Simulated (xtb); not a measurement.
**C2H6BFS (SMILES BCC(F)S): GFN2-xTB (ALPB dmso, surface grid tight)**

We compute energy and gradient of C2H6BFS. 

Program for the calculation: xtb 6.7.1.

2 further runs of the same task are left out: 2 set aside as unsound or not needed.

## Step 1: Starting point

The species is C2H6BFS (11 atoms), meant as a singlet with charge 0. As SMILES, `BCC(F)S`. The shape was relaxed beforehand at GFN2-xTB. This is one conformer, not always the lowest.

Bond lengths: B1–C2 1.570 Å, C2–C3 1.518 Å, C3–F4 1.376 Å, C3–S5 1.827 Å, B1–H6 1.167 Å, B1–H7 1.167 Å, C2–H8 1.094 Å, C2–H9 1.097 Å, C3–H10 1.095 Å, S5–H11 1.333 Å. Some angles: B1–C2–C3 116.1°, C2–C3–F4 110.1°, C2–C3–S5 112.7°, F4–C3–S5 109.1°, B1–C2–H8 111.6°, B1–C2–H9 107.7°, C3–C2–H8 108.4°, C3–C2–H9 107.5°, C2–B1–H6 118.4°, C2–B1–H7 120.9°.

## Step 2: Energy and forces at GFN2-xTB (ALPB dmso, surface grid tight)

The input, detailed.inp:

```
$gbsa
   gbsagrid=tight
$end
```

The input, mol.coord:

```
$coord
     -1.627564419356      2.621031237595      0.033674919541  b
     -0.197117332060      0.339753859946      1.278853257579  c
      1.728324616321     -0.997170681443     -0.374127978153  c
      2.984841311108     -2.808284199284      1.006676003849  f
      0.301090063437     -2.481663935904     -3.146186127628  s
     -3.316469348718      3.524282530643      1.126654715502  h
     -0.995526619714      3.423106593931     -1.920679838547  h
     -1.513897392960     -1.071474712663      2.022044747872  h
      0.803738315326      1.056583670801      2.947235761228  h
      3.168749457556      0.285443131125     -1.121514660443  h
     -1.336149753678     -3.891626392009     -1.852649698061  h
$end
```

Started as:

```bash
$ xtb mol.coord -I detailed.inp --grad --chrg 0 --gfn 2 --alpb dmso > mol.out
```

**Question.** What will come out? Wanted: total energy; dipole moment; HOMO energy; LUMO energy; HOMO–LUMO gap; dispersion energy; solvent term in the energy; largest force on an atom; mean polarisability.

Computed results:

Level: GFN2-xTB (ALPB dmso, surface grid tight).

| quantity | value |
| --- | --- |
| total energy | -16.54232 Eh |
| dipole moment | 2.71 D |
| HOMO energy | -10.55 eV |
| LUMO energy | -7.46 eV |
| HOMO–LUMO gap | 3.09 eV |
| dispersion energy | -15.73 kJ/mol |
| solvent term in the energy | -28.4 kJ/mol |
| largest force on an atom | 0.221 eV/Å |
| mean polarisability (D4 model) | 60.2 bohr³ |

**Reading.** Mulliken charges run from -0.29 on S5 to +0.25 on B1.
